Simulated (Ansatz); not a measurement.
Working through the interaction energy of a dimer with the counterpoise correction of BFH2, SMILES BF

Program: Ansatz 0.2.0 through its Python package.

The cells in order, each with its output:

```python
import ansatz as az

BASIS = 'def2-SVP'
FUNCTIONAL = 'PBE'
```

```python
FIRST = [
    ('B', (-0.0276, -0.0243, -0.0215)),
    ('F', (1.1342, -0.2784, 0.6899)),
    ('H', (-1.0873, -0.6068, 0.1581)),
    ('H', (-0.0193, 0.9095, -0.8265)),
]
SECOND = [
    ('B', (-2.1029, -0.178, 2.7042)),
    ('F', (-3.2283, -0.9254, 2.3953)),
    ('H', (-2.0668, 1.0439, 2.7088)),
    ('H', (-1.0967, -0.7798, 3.0858)),
]
```

```python
def energy(atoms, ghosts=()):
    molecule = az.Crystal.molecule()
    for symbol, xyz in atoms:
        molecule = molecule.atom(symbol, xyz)
    calc = (
        molecule.calculation()
        .basis(gaussian=BASIS)  # atom-centred Gaussian functions
        .functional(FUNCTIONAL)
        .scf(lower_state_search='light')
    )
    deck = calc.input()
    if ghosts:
        deck = deck.set(az.key.basis.gaussian.ghost_atoms, [{'symbol': s, 'position_ang': list(xyz)} for s, xyz in ghosts])
    return az.Session.from_dict(deck).plan().execute().report['free_energy_ev']
```

```python
# monomers in their own basis and in the basis of the dimer
both = energy(FIRST + SECOND)
alone = energy(FIRST) + energy(SECOND)
ghosted = energy(FIRST, SECOND) + energy(SECOND, FIRST)
print(f'dimer {both:.6f} eV')
print(f'interaction, uncorrected   {23.060548 * (both - alone):8.3f} kcal/mol')
print(f'interaction, counterpoise  {23.060548 * (both - ghosted):8.3f} kcal/mol')
print(f'basis-set superposition    {23.060548 * (alone - ghosted):8.3f} kcal/mol')
```

    dimer -6839.566191 eV
    interaction, uncorrected     -1.006 kcal/mol
    interaction, counterpoise    -0.346 kcal/mol
    basis-set superposition       0.660 kcal/mol

Uncorrected it is -1.006 kcal/mol, with the counterpoise correction -0.346 kcal/mol; the difference, 0.66 kcal/mol, is the superposition error.

Caveats:
- These settings explore the input space; basis and method may be short of convergence.
- The dimer is a generated trial pose of unrelaxed monomers, not a minimum, so the figure is no binding energy, and the basis set is small.
- This level lacks the dispersion part of the attraction (electrostatics and induction are there), which can decide the sign where the interaction is weak.
- Finished in 3.4 s on 1 thread of Arm Neoverse V2, with other jobs on the host, peak memory 0.16 GiB.
